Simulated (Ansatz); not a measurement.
# BN: the cell at several levels of theory

How does the equilibrium cell of BN (wurtzite) depend on the functional? It is relaxed with PBE, r2SCAN, PBEsol, LDA and HSE06.

Code: Ansatz 0.2.0. PAW datasets, plane waves, zero pressure. (Simulation; spin polarisation is off.)

### 1 The system as given

This is the cell as the run starts from it, not yet at rest; its lengths are not the crystal's.

Space group P6_3mc (No. 186), hexagonal; conventional cell a = 2.384 Å, c = 3.893 Å, 4.79 Å³ an atom. Near B stand 4 N at 1.46 Å; near N stand 4 B at 1.46 Å.

Coordinates:

```
CELL_PARAMETERS angstrom
2.38417 0.00000 0.00000
-1.19209 2.06475 0.00000
0.00000 0.00000 3.89335
ATOMIC_POSITIONS crystal
B 0.33333 0.66667 0.00000
B 0.66667 0.33333 0.50000
N 0.33333 0.66667 0.37500
N 0.66667 0.33333 0.87500
```

### 2 PBE: cell and atoms

Input file input.yaml:

```yaml
crystal:
  lattice:
    - [2.3841700163, 0.0, 0.0]
    - [-1.1920850082, 2.0647518011, 0.0]
    - [0.0, 0.0, 3.8933496366]
  atoms:
    - { symbol: B, position: [0.3333333333, 0.6666666667, 0.0] }
    - { symbol: B, position: [0.6666666667, 0.3333333333, 0.5] }
    - { symbol: "N", position: [0.3333333333, 0.6666666667, 0.375] }
    - { symbol: "N", position: [0.6666666667, 0.3333333333, 0.875] }
kpoints:
  mp_grid: { grid: [12, 12, 6] }
hamiltonian:
  xc: pbe
scf:
  occupations: { method: fermi_dirac, width: 0.02 }
relax:
  f_tol: 0.005
  cell: {}
output:
  write_density: true
  write_potential: true
  elf: true
  volumetric_format: npy
```

Started as:

```
$ ansatz run input.yaml --threads 4 --pin off --max-ram 7372MiB --backend cpu --events-out ev --progress --plain --runs-dir out
```

The runs that follow: r2SCAN: cell and atoms; Relaxing with PBEsol; Relaxation with LDA; Relaxation with HSE06.

Before running it: what results should come out? Wanted: for each run, a; c; volume; space group; SCF geometries.

The runs gave:

| level | a (Å) | c (Å) | volume (Å³/atom) | space group | SCF geometries |
| --- | --- | --- | --- | --- | --- |
| PBE | 2.554 | 4.224 | 5.968 | P6_3mc | 11 |
| r2SCAN | 2.544 | 4.208 | 5.896 | P6_3mc | 5 |
| PBEsol | 2.541 | 4.203 | 5.876 | P6_3mc | 8 |
| LDA | 2.523 | 4.175 | 5.755 | P6_3mc | 8 |
| HSE06 | 2.535 | 4.191 | 5.830 | P6_3mc | 8 |

What this shows: From the start to the first minimum the volume moved by +24.6 %. The volume runs from LDA (least) to PBE (most), a spread of 3.7 %, or 1.2 % in length if all axes shared it alike. The meshes differ: PBE 12×12×6, r2SCAN 12×12×6, PBEsol 12×12×6, LDA 12×12×6, HSE06 9×9×4.
